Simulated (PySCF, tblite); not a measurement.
# C3H8N2Si: infrared bands and NMR shifts

Wanted: the infrared bands and NMR shifts of C3H8N2Si (`[SiH3]N1CCC=N1`), by calculation.

Computed with tblite 0.8.0 and PySCF 2.14.0, with density-fitted response routines of our own, on a single molecule in the gas phase. Atoms count from 0, in the outputs and in this text.

### Step 1. The starting structure

14 atoms, charge 0, multiplicity 1; geometry from: GFN2-xTB.

Bonds of the start (Å): Si0–N1 1.73, N1–C2 1.47, C2–C3 1.53, C3–C4 1.51, C4–N5 1.27, N5–N1 1.35, Si0–H6 1.47, Si0–H7 1.47, Si0–H8 1.45, C2–H9 1.09, C2–H10 1.09, C3–H11 1.09, C3–H12 1.09, C4–H13 1.07.

### Step 2. Infrared spectrum with GFN2-xTB

Job settings and geometry (Å):

```
{"job": {"kind": "ir", "xc": "GFN2-xTB", "basis": "xTB"}, "charge": 0, "multiplicity": 1}
Si     2.241292     0.145056    -0.309486
N      0.518860     0.177554    -0.198882
C     -0.321329    -0.758841     0.556007
C     -1.746838    -0.236377     0.332146
C     -1.459527     0.960864    -0.543234
N     -0.226519     1.130175    -0.790491
H      2.639265    -1.177247    -0.810822
H      2.813979     0.316258     1.033669
H      2.575982     1.231957    -1.213394
H     -0.026746    -0.748028     1.608861
H     -0.176104    -1.770911     0.168839
H     -2.385765    -0.957911    -0.180159
H     -2.242038     0.061040     1.258190
H     -2.205190     1.625939    -0.933410
```

**Question.** This job is followed by: GIAO PBE0/pcSseg-1 NMR shielding, non-relativistic, gas phase. Predict these results of the whole session: strongest single infrared mode (GFN2-xTB); zero-point energy (GFN2-xTB); 13C shifts against TMS (PBE0/pcSseg-1); 1H shifts against TMS (PBE0/pcSseg-1, means over atoms taken as alike); 29Si shifts against TMS (PBE0/pcSseg-1); 15N shifts against NH3 (PBE0/pcSseg-1).

**Answer**, as computed:

| quantity | value |
| --- | --- |
| strongest single infrared mode (GFN2-xTB) | 2189 cm⁻¹, 407 km/mol |
| zero-point energy (GFN2-xTB) | 65.7 kcal/mol |
| 13C shifts against TMS (PBE0/pcSseg-1) | 135.9, 47.5, 37.0 ppm |
| 1H shifts against TMS (PBE0/pcSseg-1, means over atoms taken as alike) | 6.18, 4.90, 3.45, 2.92 ppm |
| 29Si shifts against TMS (PBE0/pcSseg-1) | -54.8 ppm |
| 15N shifts against NH3 (PBE0/pcSseg-1) | 394.0, 129.7 ppm |

What this shows: All 36 modes are real, so the xTB geometry is a minimum. The strongest single mode, at 2189 cm⁻¹, moves mainly H7. GFN2-xTB is a fitted tight-binding method: band positions and strengths are rough. Its intensities can rank the bands wrongly. At PBE0/pcSseg-1: The largest span, 594 ppm, is at N5, where the paramagnetic term is -447 ppm.
